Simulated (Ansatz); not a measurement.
Geometry optimisation, Ansatz 0.2.0, DFT PBE, scalar-relativistic, plane waves, PAW.

Input file:

```yaml
crystal:
  lattice:
    - [7.67918, 0.0, 0.0]
    - [3.83959, 6.650365, 0.0]
    - [0.0, 0.0, 16.418765]
  atoms:
    - { symbol: H, position: [0.16666666, 0.16666666, 0.06090592] }
    - { symbol: H, position: [0.66666664, 0.16666666, 0.06090592] }
    - { symbol: H, position: [0.16666666, 0.66666663, 0.06090592] }
    - { symbol: H, position: [0.66666664, 0.66666663, 0.06090592] }
    - { symbol: Si, position: [0.16666666, 0.16666666, 0.1522648] }
    - { symbol: Si, position: [0.66666664, 0.16666666, 0.1522648] }
    - { symbol: Si, position: [0.16666666, 0.66666663, 0.1522648] }
    - { symbol: Si, position: [0.66666664, 0.66666663, 0.1522648] }
    - { symbol: Si, position: [-0.16666666, 0.33333332, 0.2] }
    - { symbol: Si, position: [0.33333332, 0.33333332, 0.2] }
    - { symbol: Si, position: [-0.16666666, 0.83333329, 0.2] }
    - { symbol: Si, position: [0.33333332, 0.83333329, 0.2] }
    - { symbol: Si, position: [-0.16666666, 0.33333332, 0.34320559] }
    - { symbol: Si, position: [0.33333332, 0.33333332, 0.34320559] }
    - { symbol: Si, position: [-0.16666666, 0.83333329, 0.34320559] }
    - { symbol: Si, position: [0.33333332, 0.83333329, 0.34320559] }
    - { symbol: Si, position: [0.0, 0.0, 0.39094079] }
    - { symbol: Si, position: [0.49999998, 0.0, 0.39094079] }
    - { symbol: Si, position: [0.0, 0.49999997, 0.39094079] }
    - { symbol: Si, position: [0.49999998, 0.49999997, 0.39094079] }
    - { symbol: C, position: [0.33333332, 0.83333329, 0.45976448] }
    - { symbol: O, position: [0.05555556, 1.22222216, 0.40677633] }
basis:
  ecutwfc: 420.0
kpoints:
  mp_grid: { grid: [2, 2, 1] }
hamiltonian:
  xc: pbe
  pseudopotentials: { kind: paw, azcp: { folder: soft_1 } }
scf:
  occupations: { method: gaussian, width: 0.05 }
  lower_state_search: "off"
relax:
  f_tol: 0.03
  max_steps: 60
  adjacent_minimum: "off"
  constraints: [{ sites: [0, 1, 2, 3, 4, 5, 6, 7] }]
```

Command:

```bash
$ ansatz run input.yaml --threads 1 --pin off --max-ram 3072MiB --backend cpu --events-out ev --progress --plain --runs-dir out
```

Question: Where does it end, and by what steps?

Answer: The run converged. Limits of this set-up: coarse k mesh, thin slab, slab without dipole correction, no dispersion correction for a molecule that may bind weakly. After 27 steps the energy has fallen by 5.033 eV; O22 moved furthest, 1.43 Å. Parted: Si19–O22 (1.97 → 3.06 Å). Joined: Si10–Si18 (3.84 → 2.66 Å), Si17–C21 (2.49 → 1.81 Å), Si20–C21 (2.49 → 1.79 Å).

```
step  energy less start (eV)  largest force component (eV/Å)  accepted
   0                  0.0000                           1.767       yes
   1                 -1.1214                           1.610       yes
   2                 -2.1568                           1.203       yes
   3                 -2.6837                           1.403       yes
   4                 -3.0097                           1.995       yes
   5                 -3.4919                           1.306       yes
   6                 -3.9057                           1.812       yes
   7                 -4.3330                           0.699       yes
   8                 -4.5653                           0.485       yes
   9                 -4.6790                           0.563       yes
  10                 -4.7862                           0.568       yes
  11                 -4.8999                           0.379       yes
  12                 -4.9481                           0.286       yes
  13                 -4.9598                           0.209       yes
  14                 -4.9639                           0.157       yes
  15                 -4.9736                           0.105       yes
  16                 -4.9835                           0.190       yes
  17                 -4.9899                           0.119       yes
  18                 -4.9973                           0.072       yes
  19                 -5.0002                           0.171       yes
  20                 -5.0037                           0.211       yes
  21                 -5.0095                           0.259       yes
  22                 -5.0194                           0.261       yes
  23                 -5.0269                           0.290       yes
  24                 -5.0302                           0.141       yes
  25                 -5.0317                           0.048       yes
  26                 -5.0323                           0.034       yes
  27                 -5.0326                           0.013       yes
```

```xyz
22
Lattice="7.6792 0.0000 0.0000 3.8396 6.6504 0.0000 0.0000 0.0000 16.4188" Properties=species:S:1:pos:R:3
H 1.920 1.108 1.000
H 5.759 1.108 1.000
H 3.840 4.434 1.000
H 7.679 4.434 1.000
Si 1.920 1.108 2.500
Si 5.759 1.108 2.500
Si 3.840 4.434 2.500
Si 7.679 4.434 2.500
Si -0.016 2.231 3.432
Si 3.827 2.173 3.342
Si 1.926 5.550 3.204
Si 5.756 5.539 3.179
Si -0.075 2.778 5.861
Si 3.557 2.902 5.783
Si 2.001 5.791 5.505
Si 6.019 6.171 5.368
Si 0.155 -0.076 6.405
Si 4.117 0.724 5.555
Si 1.723 3.894 6.876
Si 5.568 3.926 6.301
C 5.327 5.538 7.046
O 3.712 8.108 6.932
```

Whether the end is a true minimum wasn't checked by a vibrational analysis.

The run took 2.2 min on 1 thread of AMD EPYC 9R45 96-Core Processor (Zen 5), on a shared host, peak memory 0.93 GiB.
